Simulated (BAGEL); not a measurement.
# One shape, several levels: triplet B2NH4Cl

Aim: a comparison of 4 runs (UHF/STO-3G, ROHF/6-31G*, UHF/6-31G*, ROHF/def2-SVPD) of triplet B2NH4Cl. 

The calculation is run with BAGEL 1.2.2.

23 further runs of the same task are left out: 2 that didn't finish, 21 set aside as unsound or not needed.

### Step 1. Starting point

B2NH4Cl: 8 atoms, total charge 0, spin state triplet. SMILES of the parent species: `NBBCl`. Geometry: relaxed at GFN2-xTB. This is one conformer, not always the lowest. That shape belongs to the parent species and isn't relaxed for this state.

Bond lengths: N1–B2 1.383 Å, B2–B3 1.670 Å, B3–Cl4 1.709 Å, N1–H5 1.007 Å, N1–H6 1.007 Å, B2–H7 1.181 Å, B3–H8 1.181 Å. Angles: N1–B2–B3 124.6°, B2–B3–Cl4 122.2°, N1–B2–H7 115.3°, B3–B2–H7 120.1°, B2–N1–H5 123.9°, B2–N1–H6 124.1°, B2–B3–H8 123.8°, Cl4–B3–H8 113.8°, H5–N1–H6 112.0°.

### Step 2. The energy at UHF/STO-3G (density fitting with qzvpp-jkfit) (run 1)

input.json

```json
{ "bagel": [

{
  "title": "molecule",
  "basis": "sto-3g",
  "df_basis": "qzvpp-jkfit",
  "angstrom": "true",
  "geometry": [
    { "atom": "N", "xyz": [       0.819700,       0.828480,       0.721530 ] },
    { "atom": "B", "xyz": [       0.253870,       0.274990,      -0.412700 ] },
    { "atom": "B", "xyz": [      -0.794980,      -1.024820,      -0.411170 ] },
    { "atom": "Cl", "xyz": [      -2.484420,      -0.833070,      -0.240220 ] },
    { "atom": "H", "xyz": [       1.455950,       1.609070,       0.707580 ] },
    { "atom": "H", "xyz": [       0.637320,       0.506870,       1.658540 ] },
    { "atom": "H", "xyz": [       0.569610,       0.780820,      -1.431960 ] },
    { "atom": "H", "xyz": [      -0.457030,      -2.142340,      -0.591600 ] }
  ]
},

{ "title": "uhf", "nopen": 2 },

{ "title": "print", "file": "orbitals.molden", "orbitals": "true" }

]}
```

Run with:

```
$ BAGEL_NUM_THREADS=1 BAGEL input.json > input.out
```

Log:

```text
* using 1 threads per process

  ===============================================================
  ===============================================================

  *** Geometry ***

  { "atom" : "N", "xyz" : [      1.549009,      1.565600,      1.363494 ] },
  { "atom" : "B", "xyz" : [      0.479745,      0.519656,     -0.779890 ] },
  { "atom" : "B", "xyz" : [     -1.502294,     -1.936629,     -0.776999 ] },
  { "atom" : "Cl", "xyz" : [     -4.694873,     -1.574274,     -0.453950 ] },
  { "atom" : "H", "xyz" : [      2.751347,      3.040702,      1.337132 ] },
  { "atom" : "H", "xyz" : [      1.204360,      0.957845,      3.134186 ] },
  { "atom" : "H", "xyz" : [      1.076407,      1.475536,     -2.706012 ] },
  { "atom" : "H", "xyz" : [     -0.863662,     -4.048436,     -1.117962 ] },

  Number of auxiliary basis functions:      427

  Since a DF basis is specified, we compute 2- and 3-index integrals:
    o Being stored without compression. Storage requirement is 0.003 GB

  Number of basis functions:       28
  Number of electrons      :       38

    * METHOD: MOLECULE                             0.11

  *** Open-shell HF ***

  === Nuclear Repulsion ===
   118.4945033351

      * DIIS with orbital gradients will be used.

  === UHF iteration (sto-3g) ===
      0       -559.19622845          0.02194300           0.02
      1       -559.25048699          0.00796429           0.02
      2       -559.25746829          0.00340075           0.02
      3       -559.25894153          0.00168183           0.02
      4       -559.25962616          0.00054277           0.02
      5       -559.25978842          0.00020764           0.02
      6       -559.25982200          0.00012214           0.02
      7       -559.25983596          0.00007053           0.02
      8       -559.25984018          0.00003420           0.03
      9       -559.25984115          0.00001093           0.03
     10       -559.25984122          0.00000657           0.02
     11       -559.25984125          0.00000362           0.02
     12       -559.25984125          0.00000126           0.02
     13       -559.25984126          0.00000043           0.02
     14       -559.25984126          0.00000019           0.02
     15       -559.25984126          0.00000009           0.02
     16       -559.25984126          0.00000006           0.02
     17       -559.25984126          0.00000004           0.02
     18       -559.25984126          0.00000002           0.02
     19       -559.25984126          0.00000001           0.02
    * SCF iteration converged.

    * S^2 (UHF) is 2.0079

    * Permanent dipole moment:
           (   -1.459127,    -0.981418,    -0.633030) a.u.

    * METHOD: UHF                                  0.49

    * METHOD: PRINT                                0.00

  ===============================================================
```

Wall time 1.1 s (1 thread of Intel Xeon 6975P-C (Granite Rapids), shared host); peak memory 0.08 GiB.

### Step 3. The energy at ROHF/6-31G(d) (density fitting with qzvpp-jkfit, spherical functions) (run 2)

job.json

```json
{ "bagel" : [

{
  "title" : "molecule",
  "basis" : "6-31gs.json",
  "df_basis" : "qzvpp-jkfit",
  "angstrom" : true,
  "geometry" : [
    { "atom" : "N", "xyz" : [    0.819700,    0.828480,    0.721530 ] },
    { "atom" : "B", "xyz" : [    0.253870,    0.274990,   -0.412700 ] },
    { "atom" : "B", "xyz" : [   -0.794980,   -1.024820,   -0.411170 ] },
    { "atom" : "Cl", "xyz" : [   -2.484420,   -0.833070,   -0.240220 ] },
    { "atom" : "H", "xyz" : [    1.455950,    1.609070,    0.707580 ] },
    { "atom" : "H", "xyz" : [    0.637320,    0.506870,    1.658540 ] },
    { "atom" : "H", "xyz" : [    0.569610,    0.780820,   -1.431960 ] },
    { "atom" : "H", "xyz" : [   -0.457030,   -2.142340,   -0.591600 ] }
  ]
},
{ "title" : "rohf", "nopen" : 2 },
{ "title" : "print", "file" : "orbitals.molden", "orbitals" : true }

]}
```

The basis set 6-31G* is read from a file made from the Basis Set Exchange's data (not shown).

Run with:

```
$ BAGEL_NUM_THREADS=1 BAGEL job.json > job.out
```

Log:

```text
* using 1 threads per process

  ===============================================================
  ===============================================================

  *** Geometry ***

  { "atom" : "N", "xyz" : [      1.549009,      1.565600,      1.363494 ] },
  { "atom" : "B", "xyz" : [      0.479745,      0.519656,     -0.779890 ] },
  { "atom" : "B", "xyz" : [     -1.502294,     -1.936629,     -0.776999 ] },
  { "atom" : "Cl", "xyz" : [     -4.694873,     -1.574274,     -0.453950 ] },
  { "atom" : "H", "xyz" : [      2.751347,      3.040702,      1.337132 ] },
  { "atom" : "H", "xyz" : [      1.204360,      0.957845,      3.134186 ] },
  { "atom" : "H", "xyz" : [      1.076407,      1.475536,     -2.706012 ] },
  { "atom" : "H", "xyz" : [     -0.863662,     -4.048436,     -1.117962 ] },

  Number of auxiliary basis functions:      427

  Since a DF basis is specified, we compute 2- and 3-index integrals:
    o Being stored without compression. Storage requirement is 0.016 GB

  Number of basis functions:       68
  Number of electrons      :       38

    * METHOD: MOLECULE                             0.17

  *** Open-shell HF ***

  === Nuclear Repulsion ===
   118.4945033351

      * DIIS with orbital gradients will be used.

  === ROHF iteration (6-31gs.json) ===
      0       -565.35221459          0.03944964           0.07
      1       -565.47250760          0.02154167           0.08
      2       -565.50164764          0.01232640           0.07
      3       -565.51481911          0.00224920           0.08
      4       -565.51674864          0.00112629           0.07
      5       -565.51755178          0.00067359           0.07
      6       -565.51794741          0.00032172           0.08
      7       -565.51814867          0.00018157           0.07
      8       -565.51819763          0.00007350           0.08
      9       -565.51822894          0.00002842           0.07
     10       -565.51823839          0.00001484           0.07
     11       -565.51824010          0.00000799           0.08
     12       -565.51823914          0.00000498           0.07
     13       -565.51823921          0.00000281           0.07
     14       -565.51823918          0.00000140           0.07
     15       -565.51823933          0.00000089           0.07
     16       -565.51823936          0.00000046           0.07
     17       -565.51823941          0.00000020           0.07
     18       -565.51823949          0.00000010           0.07
     19       -565.51823949          0.00000005           0.07
     20       -565.51823950          0.00000003           0.07
     21       -565.51823950          0.00000002           0.07
     22       -565.51823950          0.00000001           0.07
     23       -565.51823950          0.00000001           0.09
    * SCF iteration converged.

    * S^2 (ROHF) is 2.0000

    * Permanent dipole moment:
           (   -1.339082,    -0.956281,    -0.603957) a.u.

    * METHOD: ROHF                                 1.84

    * METHOD: PRINT                                0.01

  ===============================================================
```

It took 2.4 s on 1 thread of Intel Xeon 6975P-C (Granite Rapids), shared host; peak memory 0.084 GiB.

Run 3 isn't shown in full; the table further down has it.

### Step 4. A single-point energy at ROHF/def2-SVPD (density fitting with qzvpp-jkfit) (run 4)

job.json

```json
{ "bagel" : [

{
  "title" : "molecule",
  "basis" : "def2-svpd.json",
  "df_basis" : "qzvpp-jkfit",
  "angstrom" : true,
  "geometry" : [
    { "atom" : "N", "xyz" : [       0.819700,       0.828480,       0.721530 ] },
    { "atom" : "B", "xyz" : [       0.253870,       0.274990,      -0.412700 ] },
    { "atom" : "B", "xyz" : [      -0.794980,      -1.024820,      -0.411170 ] },
    { "atom" : "Cl", "xyz" : [      -2.484420,      -0.833070,      -0.240220 ] },
    { "atom" : "H", "xyz" : [       1.455950,       1.609070,       0.707580 ] },
    { "atom" : "H", "xyz" : [       0.637320,       0.506870,       1.658540 ] },
    { "atom" : "H", "xyz" : [       0.569610,       0.780820,      -1.431960 ] },
    { "atom" : "H", "xyz" : [      -0.457030,      -2.142340,      -0.591600 ] }
  ]
},

{
  "title" : "rohf",
  "nopen" : 2
},

{
  "title" : "print",
  "file" : "orbitals.molden",
  "orbitals" : true
}

]}
```

The basis set def2-SVPD is read from a file made from the Basis Set Exchange's data (not shown).

Run with:

```
$ BAGEL_NUM_THREADS=1 BAGEL job.json > job.out
```

Log:

```text
* using 1 threads per process

  ===============================================================
  ===============================================================

  *** Geometry ***

  { "atom" : "N", "xyz" : [      1.549009,      1.565600,      1.363494 ] },
  { "atom" : "B", "xyz" : [      0.479745,      0.519656,     -0.779890 ] },
  { "atom" : "B", "xyz" : [     -1.502294,     -1.936629,     -0.776999 ] },
  { "atom" : "Cl", "xyz" : [     -4.694873,     -1.574274,     -0.453950 ] },
  { "atom" : "H", "xyz" : [      2.751347,      3.040702,      1.337132 ] },
  { "atom" : "H", "xyz" : [      1.204360,      0.957845,      3.134186 ] },
  { "atom" : "H", "xyz" : [      1.076407,      1.475536,     -2.706012 ] },
  { "atom" : "H", "xyz" : [     -0.863662,     -4.048436,     -1.117962 ] },

  Number of auxiliary basis functions:      427

  Since a DF basis is specified, we compute 2- and 3-index integrals:
    o Being stored without compression. Storage requirement is 0.048 GB

  Number of basis functions:      119
  Number of electrons      :       38

    * METHOD: MOLECULE                             0.17

  *** Open-shell HF ***

  === Nuclear Repulsion ===
   118.4945033351

      * DIIS with orbital gradients will be used.

  === ROHF iteration (def2-svpd.json) ===
      0       -565.15263779          0.02881675           0.15
      1       -565.28690013          0.01719437           0.15
      2       -565.31646432          0.00934353           0.15
      3       -565.32955584          0.00180405           0.20
      4       -565.33140674          0.00087138           0.13
      5       -565.33220226          0.00054202           0.14
      6       -565.33264367          0.00027269           0.15
      7       -565.33288708          0.00015567           0.15
      8       -565.33296272          0.00008685           0.15
      9       -565.33299364          0.00002667           0.15
     10       -565.33301752          0.00001109           0.15
     11       -565.33301927          0.00000598           0.14
     12       -565.33301915          0.00000376           0.15
     13       -565.33301895          0.00000217           0.15
     14       -565.33301909          0.00000107           0.14
     15       -565.33301912          0.00000057           0.14
     16       -565.33301922          0.00000032           0.13
     17       -565.33301924          0.00000017           0.13
     18       -565.33301929          0.00000009           0.14
     19       -565.33301930          0.00000005           0.13
     20       -565.33301932          0.00000003           0.14
     21       -565.33301932          0.00000002           0.13
     22       -565.33301932          0.00000001           0.13
    * SCF iteration converged.

    * S^2 (ROHF) is 2.0000

    * Permanent dipole moment:
           (   -1.232489,    -0.920167,    -0.544870) a.u.

    * METHOD: ROHF                                 3.51

    * METHOD: PRINT                                0.02

  ===============================================================
```

It took 4.2 s on 1 thread of Intel Xeon 6975P-C (Granite Rapids), shared host; peak memory 0.14 GiB.

### Step 5. All runs side by side

```tsv
run	level	energy (Eh)	dipole moment (D)	⟨S²⟩	wall time
1	UHF/STO-3G (density fitting with qzvpp-jkfit)	-559.259841	4.75	2.008	1.1 s
2	ROHF/6-31G* (density fitting with qzvpp-jkfit, spherical functions)	-565.518240	4.46	2.000	2.4 s
3	UHF/6-31G* (density fitting with qzvpp-jkfit, spherical functions)	-565.522932	4.38	2.014	2.5 s
4	ROHF/def2-SVPD (density fitting with qzvpp-jkfit)	-565.333019	4.15	2.000	4.2 s
```

### Step 6. Outcome

```
            quantity          value
 run 4: total energy  -565.33302 Eh
run 4: dipole moment         4.15 D
         run 4: ⟨S²⟩          2.000
```

The dipole moment (its size) runs from 4.15 D (ROHF/def2-SVPD) to 4.75 D (UHF/STO-3G). The two ends differ in method and basis. In run 1 the basis is minimal, so the values are rough. All runs together took 10 s, the longest 4.2 s.
